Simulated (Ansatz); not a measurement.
# doublet CHF3O3S+ at 6 levels

Aim: a comparison of 6 runs (UHF/3-21G, UHF/6-31G*, U-wB97X/6-31G*, UB2PLYP/6-31G*, UBHLYP/6-31G*, RPA@PBE0/6-31G*) of doublet CHF3O3S+. 

The results are computed with Ansatz 0.2.0.

115 further runs of the same task are left out: 1 that didn't finish, 114 set aside as unsound or not needed.

## 1. The system as given

CHF3O3S+ has 9 atoms, charge +1, and is taken as a doublet. As SMILES of the parent species, `O=S(=O)(O)C(F)(F)F`. The coordinates come from a PBE0-D4/def2-TZVP relaxation. This is one conformer, not always the lowest. That shape belongs to the parent species and isn't relaxed for this state.

Bond lengths: O1–S2 1.422 Å, S2–O3 1.414 Å, S2–O4 1.577 Å, S2–C5 1.848 Å, C5–F6 1.327 Å, C5–F7 1.320 Å, C5–F8 1.319 Å, O4–H9 0.968 Å. Some angles: O1–S2–O3 123.8°, O1–S2–O4 109.3°, O1–S2–C5 106.8°, O3–S2–O4 107.4°, O3–S2–C5 107.2°, O4–S2–C5 99.5°, S2–C5–F6 109.4°, S2–C5–F7 108.8°, S2–C5–F8 110.4°, F6–C5–F7 109.4°.

## 2. A single-point energy at UHF/3-21G (run 1)

job.yaml reads:

```yaml
crystal:
  periodic: [false, false, false]
  atoms:
    - {symbol: O, position_ang: [1.462890, -0.581870, 0.985740]}
    - {symbol: S, position_ang: [0.298500, -0.778940, 0.194370]}
    - {symbol: O, position_ang: [0.144480, -1.837650, -0.729970]}
    - {symbol: O, position_ang: [-0.972740, -0.777950, 1.128120]}
    - {symbol: C, position_ang: [0.003130, 0.796730, -0.725230]}
    - {symbol: F, position_ang: [-0.076560, 1.801740, 0.138180]}
    - {symbol: F, position_ang: [1.014380, 1.004120, -1.547510]}
    - {symbol: F, position_ang: [-1.120920, 0.723830, -1.412290]}
    - {symbol: H, position_ang: [-0.753170, -0.350000, 1.968590]}
basis:
  gaussian: {orbitals: 3-21G.json}
total_charge: 1
magnetization: {spin_polarized: true, initial_magnetization: 1}
hamiltonian: {xc: hf}
accuracy: high
output: {orbitals: {seedname: orbitals}}
```

The basis set 3-21G is read from a file made from the Basis Set Exchange's data (not shown).

Launch:

```bash
$ ansatz run job.yaml --threads 1 --pin off --max-ram 3480MiB --events-out events.jsonl --progress --plain --runs-dir runs
```

Log:

```text
Warning: RAYON_NUM_THREADS=1 ignored (pool sized by the plan → 1); use --threads N
Functional definition: HF
  name "HF"
  exchange = exact_x
  correlation = 0
1766 factors; integrals over basis functions are off by at most 6.1e-9 eV
mean field evaluation 1: about -25922.7201 eV, gradient 5.1e1 eV
mean field evaluation 2: about -25922.7260 eV, gradient 5.1e1 eV
mean field evaluation 4: about -25934.1720 eV, gradient 3.8e0 eV
mean field evaluation 8: about -25934.5638 eV, gradient 1.6e0 eV
mean field evaluation 16: about -25935.5186 eV, gradient 6.1e-2 eV
mean field evaluation 32: about -25935.4326 eV, gradient 2.4e-1 eV
mean field evaluation 64: about -25934.5893 eV, gradient 5.0e0 eV
mean field evaluation 96: about -25935.4478 eV, gradient 7.2e-1 eV
mean field evaluation 128: about -25935.5062 eV, gradient 1.3e-1 eV
mean field evaluation 160: about -25934.3375 eV, gradient 2.8e0 eV
mean field evaluation 192: about -25935.2951 eV, gradient 1.9e-5 eV
mean field -25935.51869306 eV, -953.1127322440 hartree, gradient 1.6e-8 eV, S^2 0.763687; 2 other end points of the search recorded, 0 dependent functions left out
reference -25935.51869306 eV, -953.1127322440 hartree; 37, 36 occupied and 41, 42 virtual orbitals, 1766 factors
Total energy: -25935.51869306 eV, -953.1127322440 hartree
```

Wall time 21 s (1 thread of Intel Xeon Platinum 8259CL at 2.50GHz (Skylake/Cascade Lake), shared host); peak memory 0.36 GiB.

## 3. The energy at UHF/6-31G(d) (spherical functions) (run 2)

run.yaml reads:

```yaml
crystal:
  periodic: [false, false, false]
  atoms:
    - {symbol: O, position_ang: [1.462890, -0.581870, 0.985740]}
    - {symbol: S, position_ang: [0.298500, -0.778940, 0.194370]}
    - {symbol: O, position_ang: [0.144480, -1.837650, -0.729970]}
    - {symbol: O, position_ang: [-0.972740, -0.777950, 1.128120]}
    - {symbol: C, position_ang: [0.003130, 0.796730, -0.725230]}
    - {symbol: F, position_ang: [-0.076560, 1.801740, 0.138180]}
    - {symbol: F, position_ang: [1.014380, 1.004120, -1.547510]}
    - {symbol: F, position_ang: [-1.120920, 0.723830, -1.412290]}
    - {symbol: H, position_ang: [-0.753170, -0.350000, 1.968590]}
basis:
  gaussian:
    orbitals: 6-31G_st_-spherical.json
hamiltonian:
  xc: hf
magnetization:
  spin_polarized: true
  initial_magnetization: 1
total_charge: 1
accuracy: high
output: {orbitals: {seedname: orbitals}}
```

The basis set 6-31G* is read from a file made from the Basis Set Exchange's data (not shown).

Launch:

```bash
$ ansatz run run.yaml --threads 1 --pin off --max-ram 3480MiB --events-out events.jsonl --progress --plain --runs-dir runs
```

Log, cut to the lines that bear on the results:

```text
Warning: RAYON_NUM_THREADS=1 ignored (pool sized by the plan → 1); use --threads N
[... 2 set-up lines as earlier in the session ...]
[...]
2684 factors; integrals over basis functions are off by at most 6.4e-9 eV
[...]
mean field -26077.43696127 eV, -958.3281324050 hartree, gradient 1.7e-8 eV, S^2 0.763392; 2 other end points of the search recorded, 0 dependent functions left out
reference -26077.43696127 eV, -958.3281324050 hartree; 37, 36 occupied and 81, 82 virtual orbitals, 2684 factors
Total energy: -26077.43696127 eV, -958.3281324050 hartree
```

Run time: 66 s. Hardware: 1 thread of Intel Xeon Platinum 8259CL at 2.50GHz (Skylake/Cascade Lake), shared host; peak memory 0.65 GiB.

Run 3 isn't shown in full; the table further down has it.

## 4. A single-point energy at UB2PLYP/6-31G(d) (spherical functions) (run 4)

job.yaml: that of step 2 with these lines changed.

```diff
@@ -13,7 +13,8 @@
 basis:
-  gaussian: {orbitals: 3-21G.json}
+  gaussian: {orbitals: 6-31G_st_-spherical.json}
 total_charge: 1
 magnetization: {spin_polarized: true, initial_magnetization: 1}
-hamiltonian: {xc: hf}
 accuracy: high
+hamiltonian: {xc: {name: B2PLYP}}
+correlation: {frozen_orbitals: {C: 1, F: 1, H: 0, O: 1, S: 5}}
 output: {orbitals: {seedname: orbitals}}
```

The basis set 6-31G* is read from a file made from the Basis Set Exchange's data (not shown).

Launch:

```bash
$ ansatz run job.yaml --threads 1 --pin off --max-ram 3480MiB --events-out events.jsonl --progress --plain --runs-dir runs
```

Log, cut to the lines that bear on the results:

```text
Warning: RAYON_NUM_THREADS=1 ignored (pool sized by the plan → 1); use --threads N
Functional definition: B2PLYP
  name "B2PLYP"
[...]
2684 factors; integrals over basis functions are off by at most 6.4e-9 eV
[...]
mean field -26136.72103259 eV, -960.5067818417 hartree, gradient 5.1e-8 eV, S^2 0.789199; 8 other end points of the search recorded, 0 dependent functions left out
12 core orbitals not correlated: weight in the atoms' cores, before any rotation towards them, 1.000 or more for the frozen orbitals, at most 0.000 for the correlated occupied ones
reference -26136.72105069 eV, -960.5067825070 hartree; 25, 24 occupied and 81, 82 virtual orbitals, 2684 factors
second order -43.07623497 eV of doubles, -0.00000000 eV of singles
Total energy: -26148.35163413 eV, -960.9341985650 hartree
```

It took 2.4 min on 1 thread of Intel Xeon Platinum 8259CL at 2.50GHz (Skylake/Cascade Lake), shared host; peak memory 0.84 GiB.

Run 5 isn't shown in full; the table further down has it.

## 5. The energy at RPA@PBE0/6-31G(d) (spherical functions) (run 6)

molecule.yaml reads:

```yaml
crystal:
  periodic: [false, false, false]
  atoms:
    - symbol: O
      position_ang: [1.462890, -0.581870, 0.985740]
    - symbol: S
      position_ang: [0.298500, -0.778940, 0.194370]
    - symbol: O
      position_ang: [0.144480, -1.837650, -0.729970]
    - symbol: O
      position_ang: [-0.972740, -0.777950, 1.128120]
    - symbol: C
      position_ang: [0.003130, 0.796730, -0.725230]
    - symbol: F
      position_ang: [-0.076560, 1.801740, 0.138180]
    - symbol: F
      position_ang: [1.014380, 1.004120, -1.547510]
    - symbol: F
      position_ang: [-1.120920, 0.723830, -1.412290]
    - symbol: H
      position_ang: [-0.753170, -0.350000, 1.968590]
basis:
  gaussian:
    orbitals: 6-31G_st_-spherical.json
total_charge: 1
magnetization:
  spin_polarized: true
  initial_magnetization: 1
hamiltonian:
  xc: {name: PBE0}
correlation:
  method: rpa
  frozen_orbitals: {C: 1, F: 1, H: 0, O: 1, S: 5}
accuracy: high
```

The basis set 6-31G* is read from a file made from the Basis Set Exchange's data (not shown).

Launch:

```bash
$ ansatz run molecule.yaml --threads 1 --pin off --max-ram 3480MiB --events-out events.jsonl --progress --plain --runs-dir runs
```

Log, cut to the lines that bear on the results:

```text
Warning: RAYON_NUM_THREADS=1 ignored (pool sized by the plan → 1); use --threads N
Functional definition: PBE0
  name "PBE0"
[...]
2684 factors; integrals over basis functions are off by at most 6.4e-9 eV
[...]
mean field -26146.21257251 eV, -960.8555895005 hartree, gradient 4.0e-8 eV, S^2 0.759217; 8 other end points of the search recorded, 0 dependent functions left out
12 core orbitals not correlated: weight in the atoms' cores, before any rotation towards them, 1.000 or more for the frozen orbitals, at most 0.000 for the correlated occupied ones
reference -26074.92806370 eV, -958.2359321201 hartree; 25, 24 occupied and 81, 82 virtual orbitals, 2684 factors
Total energy: -26122.51802597 eV, -959.9848309758 hartree
```

It took 2.3 min on 1 thread of Intel Xeon Platinum 8259CL at 2.50GHz (Skylake/Cascade Lake), shared host; peak memory 0.96 GiB.

## 6. All runs side by side

| run | level | frozen core orbitals | energy (Eh) | HOMO energy (eV) | LUMO energy (eV) | ⟨S²⟩ | wall time |
| --- | --- | --- | --- | --- | --- | --- | --- |
| 1 | UHF/3-21G | – | -953.112732 | -20.55 | -9.19 | 0.764 | 21 s |
| 2 | UHF/6-31G* (spherical functions) | – | -958.328132 | -20.83 | -9.46 | 0.763 | 66 s |
| 3 | U-wB97X/6-31G* (spherical functions) | – | -961.404527 | -19.34 | -12.60 | 0.761 | 3.3 min |
| 4 | UB2PLYP/6-31G* (spherical functions) | 12 | -960.934199 | -18.33 | -13.09 | 0.789 | 2.4 min |
| 5 | UBHLYP/6-31G* (spherical functions) | – | -961.275482 | -18.41 | -13.57 | 0.784 | 86 s |
| 6 | RPA@PBE0/6-31G* (spherical functions) | 12 | -959.984831 | – | – | 0.759 | 2.3 min |

## 7. What came out

```
                                quantity          value
                     run 6: total energy  -959.98483 Eh
 run 6: RPA correlation energy (valence)    -1748.9 mEh
run 6: ⟨S²⟩ of the reference determinant          0.759
```

**Reading.** Totals of different functionals can't be ranked against each other. All runs together took 11 min, the longest 3.3 min.
